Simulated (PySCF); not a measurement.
# NiN+: bond curves at several levels of theory

The task here is to estimate one member of a computed series from the others.

Method: Ni def2-TZVPPD, N def2-TZVPPD, no relativity; program: PySCF 2.14.0.

Set-up of the first run:

Settings of the job:

```
atoms                         : Ni, N
charge                        : 1
basis                         : Ni def2-TZVPPD, N def2-TZVPPD
Hamiltonian                   : no relativity
basis functions               : 104
electrons treated             : 34
masses in u                   : 57.9353, 14.0031
levels                        : PBE0, PBE, r²SCAN, LDA, BHandHLYP, r²SCAN0, M06-L, BLYP, HSE06, HF, MP2, SCS-MP2
grid                          : 80 radial by 434 angular points
occupations                   : held fixed by the projection of orbital angular momentum
dissociation limit            : Ni+ + N, each in its ground configuration
starting distance in angstrom : 1.810
values of 2S to try           : 0, 2, 4, 6
```

Launch:

```bash
OMP_NUM_THREADS=2 python dia.py task.json out
```

Steps of the session up to this table: Input; The PBE0 curve of the state that the search chose; Higher solutions at PBE0; PBE (GGA); r²SCAN; LDA; BHandHLYP; r²SCAN0 (hybrid meta-GGA); M06-L (meta-GGA); BLYP; HSE06; UHF (mean field).

One of the session's tables, all rows but one given; the rest of the session is left out.

It belongs to the step «The curves together». Energy (eV) from each level's lowest point:

| R (Å) | UHF | UHF-MP2 | UHF-SCS-MP2 | LDA | PBE |
| --- | --- | --- | --- | --- | --- |
| 1.558 | 1.926 | 0.503 | 0.690 | 0.319 | 0.487 |
| 1.630 | ? | ? | ? | ? | ? |
| 1.702 | 0.899 | 0.063 | 0.142 | 0.000 | 0.029 |
| 1.757 | 0.666 | 0.015 | 0.062 | 0.017 | 0.000 |
| 1.811 | 0.487 | 0.000 | 0.018 | 0.077 | 0.018 |
| 1.865 | 0.351 | 0.006 | 0.000 | 0.167 | 0.068 |
| 1.938 | 0.220 | 0.033 | 0.000 | 0.317 | 0.171 |
| 2.028 | 0.112 | 0.082 | 0.023 | 0.528 | 0.332 |
| 2.137 | 0.040 | 0.149 | 0.067 | 0.791 | 0.545 |
| 2.282 | 0.000 | 0.237 | 0.133 | 1.123 | 0.824 |

Estimate the missing values for R (Å) = 1.630.

Worked estimate for «UHF». A straight line through the neighbours (1.558, 1.926) and (1.702, 0.899) gives 1.926 + (0.899 − 1.926) × (1.630 − 1.558) / (1.702 − 1.558) = 1.413; a parabola fitted to 3 rows on both sides gives 1.337.

As computed: UHF: 1.323; UHF-MP2: 0.208; UHF-SCS-MP2: 0.338; LDA: 0.077; PBE: 0.172. In «UHF» the line misses by +0.090 and the parabola by +0.014.

Limits of these values: At some levels the lowest empty orbital lies below the highest filled one (the two can be of opposite spin).
